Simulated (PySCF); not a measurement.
# FH7OSi3: electronic excitations and core binding energies

What electronic excitations and core binding energies should FH7OSi3 (`F[SiH2][SiH2]O[SiH3]`) show?

The runs use PySCF 2.14.0, with density-fitted response routines of our own; the level of theory stands in each step. All values are computed, except where a source is named. Atoms are numbered from 0 throughout.

### Step 1. Starting geometry

12 atoms, charge 0, multiplicity 1; geometry from: GFN2-xTB.

Bonds of the start (Å): F0–Si1 1.62, Si1–Si2 2.29, Si2–O3 1.63, O3–Si4 1.62, Si1–H5 1.47, Si1–H6 1.46, Si2–H7 1.47, Si2–H8 1.47, Si4–H9 1.46, Si4–H10 1.46, Si4–H11 1.46.

### Step 2. TDDFT and polarisability: CAM-B3LYP/def2-SVPD

Job settings and geometry (Å):

```
{"job": {"kind": "uv", "xc": "CAM-B3LYP", "basis": "def2-SVPD", "nstates": 8, "ntriplets": 3}, "charge": 0, "multiplicity": 1}
F     -3.152630    -1.657316     0.466011
Si    -2.227279    -0.345822     0.243709
Si    -0.052930    -1.065325     0.360269
O      0.815027     0.271257     0.041327
Si     2.085832     1.235219    -0.230503
H     -2.714864     0.556536     1.289834
H     -2.716705     0.165389    -1.038840
H      0.403661    -1.557734     1.668922
H      0.352481    -2.074208    -0.630400
H      1.499057     2.421891    -0.847848
H      3.009586     0.533949    -1.119151
H      2.699962     1.515477     1.064802
```

With the program's defaults for keys left out, this is: TDDFT CAM-B3LYP/def2-SVPD, vertical, gas phase, core orbitals frozen in the response.

Started as:

```console
$ OMP_NUM_THREADS=1 python probes_run.py task.json out
```

One launch serves the whole session: the jobs run in the order shown.

Log:

```text
coarse grid: 11384 points
cycle   1  E = -1047.1480261038  dE =  2.471e-01  |g| = 8.819e-01  |ddm| = 4.030e+00
cycle   2  E = -1047.0197845099  dE =  1.282e-01  |g| = 1.251e+00  |ddm| = 2.212e+00
cycle   3  E = -1047.2944683206  dE = -2.747e-01  |g| = 4.919e-02  |ddm| = 1.179e+00
cycle   4  E = -1047.2949853248  dE = -5.170e-04  |g| = 3.184e-02  |ddm| = 1.887e-01
cycle   5  E = -1047.2951648925  dE = -1.796e-04  |g| = 1.047e-02  |ddm| = 3.772e-02
cycle   6  E = -1047.2951841506  dE = -1.926e-05  |g| = 8.298e-04  |ddm| = 1.467e-02
cycle   7  E = -1047.2951843863  dE = -2.357e-07  |g| = 2.142e-04  |ddm| = 2.979e-03
final grid: 96200 points
cycle   8  E = -1047.4326888836  dE = -6.936e-06  |g| = 1.470e-03  |ddm| = 2.644e-02
cycle   9  E = -1047.4326887389  dE =  1.447e-07  |g| = 1.857e-03  |ddm| = 4.106e-03
cycle  10  E = -1047.4326892906  dE = -5.517e-07  |g| = 8.158e-05  |ddm| = 1.549e-03
cycle  11  E = -1047.4326892924  dE = -1.819e-09  |g| = 4.576e-05  |ddm| = 3.162e-04
cycle  12  E = -1047.4326892928  dE = -3.884e-10  |g| = 2.184e-05  |ddm| = 7.975e-05
converged SCF energy = -1047.4326892928

Static polarisability (au): isotropic 81.386, principal 73.812 78.843 91.502

Singlet excitations
state   eV       nm        f      main configurations
  1   5.9088    209.8   0.03012   H->L 0.95
  2   6.6772    185.7   0.00429   H-1->L 0.90
  3   7.2703    170.5   0.00016   H-3->L 0.68, H->L+2 0.15
  4   7.3768    168.1   0.03729   H->L+1 0.34, H->L+2 0.30, H-3->L 0.15
  5   7.4301    166.9   0.02329   H->L+2 0.44, H-2->L 0.26, H->L+1 0.15
  6   7.8660    157.6   0.00357   H-2->L 0.28, H->L+1 0.27, H->L+5 0.26
  7   7.8901    157.1   0.00313   H-4->L 0.37, H-1->L+1 0.33, H-1->L+3 0.08
  8   8.2008    151.2   0.04756   H-1->L+2 0.41, H->L+3 0.24, H->L+4 0.17

Triplet excitations (Tamm-Dancoff, eV): 5.2522 6.2611 6.4074
```

Wall time 51 s (1 thread of Arm Neoverse N1, shared host); peak memory 0.74 GiB.

Frontier orbitals and where they lie:

| orbital | eV | atoms |
| --- | --- | --- |
| HOMO−3 | -11.00 | Si1 31 %, H5 20 %, H6 19 % |
| HOMO−2 | -10.99 | Si4 25 %, H9 21 %, O3 17 % |
| HOMO−1 | -10.16 | O3 34 %, Si2 15 %, Si4 13 % |
| HOMO | -9.58 | O3 22 %, Si2 22 %, Si1 21 % |
| LUMO | -0.22 | Si1 26 %, Si2 24 %, O3 7 % |
| LUMO+1 | 1.01 | Si1 26 %, Si4 20 %, Si2 19 % |
| LUMO+2 | 1.11 | Si1 32 %, Si2 31 %, H6 8 % |

With each of the 8 states as a Gaussian band of 0.4 eV half-width at 1/e, the curve within the window shown has maxima at 210 nm (ε 1,200), 167 nm (ε 2,600), 152 nm (ε 2,100) L/(mol cm). Beyond the last state computed it falls off for lack of states. The curve at chosen wavelengths:

```tsv
nm	ε (L/mol/cm)
146	1122
149	1823
153	2128
156	1937
160	1908
163	2231
167	2562
170	2370
174	1641
177	1062
181	546
184	359
188	277
191	299
195	433
198	609
202	896
205	1087
209	1219
212	1198
216	1030
219	842
223	579
226	407
230	233
233	145
```

Leading natural transition orbitals of singlet state 8: the hole lies on O3 33 %; H8 28 %; Si2 8 %; the particle on H7 23 %; Si1, Si2 about 16 % each; H6 15 %.

Leading natural transition orbitals of singlet state 1: the hole lies on Si1, Si2 about 20 % each; O3 20 %; H7, H8 about 8 % each; the particle on Si1 19 %; Si2 15 %; F0 11 %.

Further results of this job:

| property | computed |
| --- | --- |
| dipole moment (D) | 2.02 |
| polarisability (Å³) | 12.06 |
| HOMO–LUMO gap (eV) | 9.35 |
| −ε(HOMO) (eV) | 9.58 |

Orbitals, density, ELF and potential are computed afterwards from the orbital file.

Frontier orbitals at CAM-B3LYP/def2-SVPD, with the share of their density that lies nearest to each atom:

| orbital | energy (eV) | lies on |
| --- | --- | --- |
| HOMO | -9.58 | O3 21 %; Si1, Si2 about 19 % each; H7, H8 about 7 % each |
| LUMO | -0.22 | Si1 17 %; Si2 13 %; F0 10 % |

ELF in a plane through or near 6 of the atoms.

Ten even steps from '0' (0.00) to '9' (1.00):
```
0000000000000000000000000000
0000000000000000000000000000
0000000000000000000000000000
0000003899700000000000000000
0000018999920000000000000000
0000029999920000012210000000
0000018999900000035420000000
0000004878512200121220000000
0000001175278611517613430000
0000024087456735916448862000
0000147400744822981283673000
0000147742588456294376772000
0000024410133077041046641000
0000001100001211110013210000
0000000000001344200000000000
0000000000000122100000000000
0000000000000000000000000000
0000000000000000000000000000
0000000000000000000000000000
0000000000000000000000000000
```
The map spans 12.3 Å across and 9.0 Å up, centred on the molecule. Atoms in the plane (x, y in Å): F0 (3.6, -0.4), Si1 (2.2, 0.5), Si2 (0.5, -1.0), O3 (-0.9, 0.0), Si4 (-2.4, 0.4), H9 (-2.4, 1.8).

On the surface of density 0.002 e/bohr³ the electrostatic potential runs, from the 1st to the 99th percentile, from -1.14 V near F0 to 1.74 V near Si1.

### Step 3. Core holes by ΔSCF: SCAN, X2C

Settings changed since step 2:

```diff
@@ -1,2 +1,2 @@
-{"job": {"kind": "uv", "xc": "CAM-B3LYP", "basis": "def2-SVPD", "nstates": 8, "ntriplets": 3}, "charge": 0, "multiplicity": 1}
+{"job": {"kind": "xps"}, "charge": 0, "multiplicity": 1}
 F     -3.152630    -1.657316     0.466011
```

Level: delta-SCF UKS SCAN, pcX-2 on the ionised atom, pcseg-1 elsewhere, spin-free X2C.

Log:

```text
ground state, core basis on atom 0 (F), 148 functions
  cycle   1  E = -1049.42131461  |g| = 9.65e-01
  cycle   2  E = -1048.88801444  |g| = 1.99e+00
  cycle   3  E = -1049.57790654  |g| = 8.63e-02
  cycle   4  E = -1049.57887357  |g| = 6.85e-02
  cycle   5  E = -1049.57972730  |g| = 2.11e-02
  cycle   6  E = -1049.57979254  |g| = 3.62e-03
  cycle   7  E = -1049.57979979  |g| = 7.90e-04
  cycle   8  E = -1049.57979734  |g| = 2.00e-04
  E(ground) = -1049.67494290 Eh
hole in F 1s of atom 0
  cycle   1  E = -1023.25161082  |g| = 2.58e+00
  cycle   2  E = -1023.10227845  |g| = 2.15e+00
  cycle   3  E = -1024.07293240  |g| = 4.23e-01
  cycle   4  E = -1024.06160163  |g| = 4.52e-01
  cycle   5  E = -1024.14356194  |g| = 5.58e-02
  cycle   6  E = -1024.14467502  |g| = 1.27e-02
  cycle   7  E = -1024.14478704  |g| = 2.51e-03
  cycle   8  E = -1024.14479110  |g| = 7.39e-04
  cycle   9  E = -1024.14479200  |g| = 2.12e-04
  E(ion) = -1024.24618334 Eh   <S^2> = 0.7566   hole on atom = 1.000   binding energy = 691.952 eV
ground state, core basis on atom 1 (Si), 159 functions
  cycle   1  E = -1049.63167479  |g| = 3.00e-01
  cycle   2  E = -1049.62945048  |g| = 1.54e-01
  cycle   3  E = -1049.62895940  |g| = 1.59e-01
  cycle   4  E = -1049.63294882  |g| = 1.12e-02
  cycle   5  E = -1049.63296868  |g| = 3.04e-03
  cycle   6  E = -1049.63296873  |g| = 6.39e-04
  cycle   7  E = -1049.63296901  |g| = 1.36e-04
  E(ground) = -1049.68467637 Eh
hole in Si 1s of atom 1
  cycle   1  E = -980.67816121  |g| = 4.35e+00
  cycle   2  E = -979.19332210  |g| = 2.46e+00
  cycle   3  E = -973.94420106  |g| = 2.33e+00
  cycle   4  E = -981.47074887  |g| = 8.02e-01
  cycle   5  E = -981.64456111  |g| = 5.05e-01
  cycle   6  E = -981.72780162  |g| = 9.26e-02
  cycle   7  E = -981.73183744  |g| = 2.00e-02
  cycle   8  E = -981.73196254  |g| = 1.29e-02
  cycle   9  E = -981.73202243  |g| = 4.51e-03
  cycle  10  E = -981.73203022  |g| = 7.50e-04
  cycle  11  E = -981.73202975  |g| = 1.73e-04
  E(ion) = -981.79269482 Eh   <S^2> = 0.7522   hole on atom = 1.000   binding energy = 1847.435 eV
hole in Si 2p of atom 1
  cycle   1  E = -1045.33620624  |g| = 1.23e+00
  cycle   2  E = -1043.74584949  |g| = 1.55e+00
  cycle   3  E = -1045.44738093  |g| = 5.36e-01
  cycle   4  E = -1045.63753810  |g| = 1.65e-01
  cycle   5  E = -1045.64689747  |g| = 1.39e-01
  cycle   6  E = -1045.65427475  |g| = 2.46e-02
  cycle   7  E = -1045.65446673  |g| = 1.69e-02
  cycle   8  E = -1045.65455656  |g| = 2.67e-03
  cycle   9  E = -1045.65456083  |g| = 6.06e-04
  cycle  10  E = -1045.65456079  |g| = 1.32e-04
  E(ion) = -1045.71812504 Eh   <S^2> = 0.7514   hole on atom = 1.002   binding energy = 107.935 eV
  2p3/2 = 107.656 eV   2p1/2 = 108.284 eV
ground state, core basis on atom 2 (Si), 159 functions
  cycle   1  E = -1049.63317285  |g| = 2.89e-01
  cycle   2  E = -1049.63316952  |g| = 5.42e-02
  cycle   3  E = -1049.63284133  |g| = 6.59e-02
  cycle   4  E = -1049.63357086  |g| = 1.54e-02
  cycle   5  E = -1049.63360108  |g| = 1.77e-03
  cycle   6  E = -1049.63360351  |g| = 5.26e-04
  cycle   7  E = -1049.63360445  |g| = 1.01e-04
  E(ground) = -1049.68470411 Eh
hole in Si 1s of atom 2
  cycle   1  E = -980.68389026  |g| = 4.35e+00
  cycle   2  E = -979.53302318  |g| = 2.48e+00
  cycle   3  E = -978.84661695  |g| = 1.73e+00
  cycle   4  E = -981.68364510  |g| = 3.07e-01
  cycle   5  E = -981.71368088  |g| = 2.46e-01
  cycle   6  E = -981.73669853  |g| = 1.14e-01
  cycle   7  E = -981.74199098  |g| = 1.48e-02
  cycle   8  E = -981.74210633  |g| = 3.47e-03
  cycle   9  E = -981.74211530  |g| = 7.11e-04
  cycle  10  E = -981.74211441  |g| = 4.09e-04
  E(ion) = -981.80184277 Eh   <S^2> = 0.7521   hole on atom = 1.000   binding energy = 1847.187 eV
hole in Si 2p of atom 2
  cycle   1  E = -1045.34208760  |g| = 1.24e+00
  cycle   2  E = -1045.12399384  |g| = 1.16e+00
  cycle   3  E = -1045.61413399  |g| = 3.04e-01
  cycle   4  E = -1045.65875800  |g| = 1.49e-01
  cycle   5  E = -1045.66487257  |g| = 6.02e-02
  cycle   6  E = -1045.66656221  |g| = 6.35e-03
  cycle   7  E = -1045.66656447  |g| = 6.31e-03
  cycle   8  E = -1045.66657908  |g| = 1.44e-03
  cycle   9  E = -1045.66658269  |g| = 2.76e-04
  E(ion) = -1045.72952947 Eh   <S^2> = 0.7514   hole on atom = 1.002   binding energy = 107.626 eV
  2p3/2 = 107.364 eV   2p1/2 = 107.990 eV
ground state, core basis on atom 3 (O), 148 functions
  cycle   1  E = -1049.56988087  |g| = 1.12e-01
  cycle   2  E = -1049.56771953  |g| = 1.30e-01
  cycle   3  E = -1049.57029028  |g| = 4.95e-02
  cycle   4  E = -1049.57069553  |g| = 5.02e-03
  cycle   5  E = -1049.57070437  |g| = 1.56e-03
  cycle   6  E = -1049.57070425  |g| = 3.14e-04
  E(ground) = -1049.66025464 Eh
hole in O 1s of atom 3
  cycle   1  E = -1028.97013771  |g| = 2.23e+00
  cycle   2  E = -1028.54858012  |g| = 2.17e+00
  cycle   3  E = -1029.75238951  |g| = 3.96e-01
  cycle   4  E = -1029.78386324  |g| = 2.24e-01
  cycle   5  E = -1029.79968847  |g| = 7.23e-02
  cycle   6  E = -1029.80136287  |g| = 8.60e-03
  cycle   7  E = -1029.80140573  |g| = 1.77e-03
  cycle   8  E = -1029.80140765  |g| = 5.09e-04
  cycle   9  E = -1029.80140932  |g| = 1.24e-04
  E(ion) = -1029.89041901 Eh   <S^2> = 0.7610   hole on atom = 1.000   binding energy = 537.965 eV
ground state, core basis on atom 4 (Si), 159 functions
  cycle   1  E = -1049.63247736  |g| = 3.06e-01
  cycle   2  E = -1049.62803610  |g| = 1.92e-01
  cycle   3  E = -1049.62877724  |g| = 1.76e-01
  cycle   4  E = -1049.63456996  |g| = 1.54e-02
  cycle   5  E = -1049.63460407  |g| = 3.53e-03
  cycle   6  E = -1049.63460761  |g| = 9.29e-04
  cycle   7  E = -1049.63460979  |g| = 1.87e-04
  E(ground) = -1049.68590282 Eh
hole in Si 1s of atom 4
  cycle   1  E = -980.68871733  |g| = 4.35e+00
  cycle   2  E = -979.53738365  |g| = 2.39e+00
  cycle   3  E = -975.28405230  |g| = 2.37e+00
  cycle   4  E = -981.64714885  |g| = 4.22e-01
  cycle   5  E = -981.68811327  |g| = 3.31e-01
  cycle   6  E = -981.72917285  |g| = 9.98e-02
  cycle   7  E = -981.73336383  |g| = 2.29e-02
  cycle   8  E = -981.73352966  |g| = 1.74e-02
  cycle   9  E = -981.73364092  |g| = 6.17e-03
  cycle  10  E = -981.73365800  |g| = 5.09e-04
  cycle  11  E = -981.73365918  |g| = 1.48e-04
  E(ion) = -981.79323725 Eh   <S^2> = 0.7521   hole on atom = 1.000   binding energy = 1847.454 eV
hole in Si 2p of atom 4
  cycle   1  E = -1045.34726035  |g| = 1.23e+00
  cycle   2  E = -1044.01595034  |g| = 1.52e+00
  cycle   3  E = -1045.44686283  |g| = 6.38e-01
  cycle   4  E = -1045.64132685  |g| = 1.64e-01
  cycle   5  E = -1045.65321268  |g| = 1.39e-01
  cycle   6  E = -1045.65937332  |g| = 3.89e-02
  cycle   7  E = -1045.65999367  |g| = 1.48e-02
  cycle   8  E = -1045.66006854  |g| = 3.04e-03
  cycle   9  E = -1045.66007567  |g| = 4.06e-04
  E(ion) = -1045.72278035 Eh   <S^2> = 0.7513   hole on atom = 1.002   binding energy = 107.842 eV
  2p3/2 = 107.579 eV   2p1/2 = 108.205 eV
```

Run time: 2.1 min. Hardware: 1 thread of Arm Neoverse N1, shared host; peak memory 0.64 GiB.

The holes in one table. −ε is the ground-state orbital energy:

| hole | stands for | environment | ΔSCF (eV; 2p as the shell's mean) | −ε (eV) | ⟨S²⟩ |
| --- | --- | --- | --- | --- | --- |
| F1s on F0 | F0 | fluorine bonded to Si | 691.95 | 666.0 | 0.757 |
| Si1s on Si1 | Si1 | silicon bonded to F, Si, 2 H | 1847.43 | 1794.2 | 0.752 |
| Si2p on Si1 | Si1 | silicon bonded to F, Si, 2 H | 107.87 | 96.9 | 0.751 |
| Si1s on Si2 | Si2 | silicon bonded to O, Si, 2 H | 1847.19 | 1794.0 | 0.752 |
| Si2p on Si2 | Si2 | silicon bonded to O, Si, 2 H | 107.57 | 96.8 | 0.751 |
| O1s on O3 | O3 | oxygen bonded to 2 Si | 537.96 | 516.5 | 0.761 |
| Si1s on Si4 | Si4 | silicon bonded to O, 3 H | 1847.45 | 1793.9 | 0.752 |
| Si2p on Si4 | Si4 | silicon bonded to O, 3 H | 107.79 | 96.7 | 0.751 |

With the spin-orbit splitting: Si1 2p3/2 107.66, 2p1/2 108.28 eV; Si2 2p3/2 107.36, 2p1/2 107.99 eV; Si4 2p3/2 107.58, 2p1/2 108.21 eV. The table gives each 2p level as the mean over the whole 2p shell (two parts 2p3/2, one part 2p1/2), which differs a little from the single hole in the log.

### Step 4. Results

```
                                quantity                                     value
    lowest singlet (CAM-B3LYP/def2-SVPD)               5.91 eV (210 nm), f = 0.030
brightest single state of those computed               state 8, 8.20 eV, f = 0.048
                          lowest triplet                                   5.25 eV
   surface potential, 1st and 99th percentile                        -1.14 V and 1.74 V
       Si1s binding energies, SCAN/pcX-2  Si4 1847.45, Si1 1847.43, Si2 1847.19 eV
       Si2p binding energies, SCAN/pcX-2     Si1 107.87, Si4 107.79, Si2 107.57 eV
        F1s binding energies, SCAN/pcX-2                              F0 691.95 eV
        O1s binding energies, SCAN/pcX-2                              O3 537.96 eV
```

In words: The first singlet state (HOMO→LUMO 0.95) lies at 5.91 eV and is weak; of the 8 states computed, the strongest absorption comes from state 8 at 8.20 eV (the last computed, so partners may be missing). The lowest triplet lies 0.66 eV below the lowest singlet (triplets in Tamm-Dancoff, singlets in full TDDFT). The Si1s levels kept as sound span 0.27 eV, from Si2 (silicon bonded to O, Si, 2 H) up to Si4 (silicon bonded to O, 3 H). The Si2p levels kept as sound span 0.29 eV, from Si2 (silicon bonded to O, Si, 2 H) up to Si1 (silicon bonded to F, Si, 2 H).
